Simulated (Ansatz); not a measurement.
# ZrSi2: the cost of one run

All numbers below are computed with Ansatz 0.2.0 (DFT, r2SCAN, no spin polarisation, plane waves, PAW).

## (1) The system as given

Symmetry: Cmcm, No. 63, orthorhombic system. Conventional cell: a = 3.630 Å, b = 14.403 Å, c = 3.599 Å, α = 90.00°, β = 90.00°, γ = 90.00°. Around Si (site symmetry m2m) lie 2 Si at 2.48 Å and 6 Zr at 2.64 to 2.99 Å. Zr (site symmetry m2m) is surrounded by 10 Si at 2.64 to 2.99 Å. Around Si (site symmetry m2m) lie 4 Si at 2.56 Å and 4 Zr at 2.75 to 2.76 Å.

As a file:

```xyz
6
Lattice="3.6299 0.0000 0.0000 1.8150 -7.2015 0.0000 0.0000 0.0000 -3.5993" Properties=species:S:1:pos:R:3 pbc="T T T"
Si    1.8150   -0.8498   -2.6995
Si    3.6299   -6.3517   -0.8998
Zr    1.8150   -5.6748   -2.6995
Zr    3.6299   -1.5267   -0.8998
Si    3.6299   -3.6008   -2.6995
Si    1.8150   -3.6008   -0.8998
```

It starts from an earlier solution of the starting cell (checkpoint.read).

## (2) Relaxing

Contents of input.yaml:

```yaml
crystal:
  lattice:
    - [3.629921, 0.0, 0.0]
    - [1.81496, -7.201517, 0.0]
    - [0.0, 0.0, -3.599276]
  atoms:
    - { symbol: Si, position: [0.441, 0.118, 0.75] }
    - { symbol: Si, position: [0.559, 0.882, 0.25] }
    - { symbol: Zr, position: [0.106, 0.788, 0.75] }
    - { symbol: Zr, position: [0.894, 0.212, 0.25] }
    - { symbol: Si, position: [0.75, 0.5, 0.75] }
    - { symbol: Si, position: [0.25, 0.5, 0.25] }
  symmetry: { tolerance: 0.0003 }
kpoints:
  mp_grid: { grid: [5, 5, 5], shift: [0, 0, 0] }
magnetization:
  spin_polarized: false
scf:
  occupations: { method: cold, width: 0.0601 }
  lower_state_search: "off"
hamiltonian:
  pseudopotentials: { kind: paw }
  xc: r2scan
basis:
  ecutwfc: 500
  fft_grid_basis: typed
relax:
  max_steps: 60
  cell: { p_target: 5.0 }
output:
  forces: true
  stress: true
  eigenvalues: true
  bader: true
  populations: true
  elf: true
  write_potential: true
  volumetric_format: npy
  dos:
    e_range: [-12, 8]
    de: 0.05
    projected: { site_lists: { Si: [Si], Zr: [Zr] } }
  write_density: true
checkpoint:
  read: saved_state
```

Run with:

```sh
> ansatz run input.yaml --threads 2 --pin off --max-ram 3584MiB --backend cpu --events-out ev --progress --plain --runs-dir out
```

What time and memory should one allow on 2 threads of an Arm CPU, shared host?

About 79 s, with a peak of 0.61 GiB.
